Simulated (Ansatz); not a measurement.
**CuH₃O₂: basis-set convergence**

The task here is to estimate one member of a computed series from the others.

Program: Ansatz 0.2.0, Gaussian basis. Level of theory: one geometry, several basis sets. These are calculated values, not measurements.

Levels to be run: PBE0-D4/def2-SVP; ωB97M-V/def2-SVP; PBE0-D4/def2-QZVPP; ωB97M-V/def2-QZVPP; the functionals' def2-TZVPP values are taken from earlier runs.

## The relaxed structure

The geometry comes from an earlier relaxation with PBE0-D4 in a triple-zeta def2 set; it is a stationary point.

SMILES `[OH][Cu-][OH2+]`, 6 atoms, charge 0, spin multiplicity 1.

Atoms are counted from 1 here; the program's logs count them from 0.

Bond lengths: O1–Cu2 1.775 Å, O1–H4 0.960 Å, Cu2–O3 1.938 Å, O3–H5 0.963 Å, O3–H6 0.963 Å. Angles: Cu2–O1–H4 110.8°, O1–Cu2–O3 175.9°, Cu2–O3–H5 113.6°, Cu2–O3–H6 113.6°, H5–O3–H6 107.2°.

As a file:

```xyz
6

O    -1.9060   -1.0652   -0.5093
Cu   -0.3390   -0.3738   -0.0442
O     1.4056    0.2572    0.5172
H    -2.4515   -0.4087   -0.9479
H     1.9645    0.5447   -0.2118
H     1.3684    0.9818    1.1498
```

The first run:

Input file in.yaml:

```yaml
crystal:
  periodic: [false, false, false]
  atoms:
    - {symbol: O, position_ang: [-1.905987, -1.065189, -0.509284]}
    - {symbol: Cu, position_ang: [-0.338987, -0.373847, -0.044203]}
    - {symbol: O, position_ang: [1.405595, 0.257242, 0.517167]}
    - {symbol: H, position_ang: [-2.451492, -0.408685, -0.947932]}
    - {symbol: H, position_ang: [1.964549, 0.544717, -0.211785]}
    - {symbol: H, position_ang: [1.368422, 0.981760, 1.149839]}
basis:
  gaussian: {orbitals: def2-SVP}
hamiltonian: {xc: pbe0, dispersion: d4}
output: {orbitals: {seedname: orbitals}}
```

On the command line:

```sh
$ ansatz run in.yaml --threads 2 --pin off --events-out ev --progress --plain --max-ram 22528MiB --backend cpu
```

Among the steps run: PBE0-D4 in def2-SVP; ωB97M-V in def2-SVP; PBE0-D4 in def2-QZVPP; ωB97M-V in def2-QZVPP.

One of the session's tables, all rows but one given; the rest of the session is left out.

It belongs to the step «Functionals by basis». 

| functional | basis | HOMO (eV) |
| --- | --- | --- |
| PBE0-D4 | def2-SVP | ? |
| PBE0-D4 | def2-TZVPP | -5.94 |
| PBE0-D4 | def2-QZVPP | -6.04 |
| ωB97M-V | def2-SVP | -7.67 |
| ωB97M-V | def2-TZVPP | -8.44 |
| ωB97M-V | def2-QZVPP | -8.54 |

**Question.** Estimate the row for PBE0-D4, def2-SVP.

The run gave: HOMO (eV): -5.22. In the column «HOMO (eV)» it is the highest.
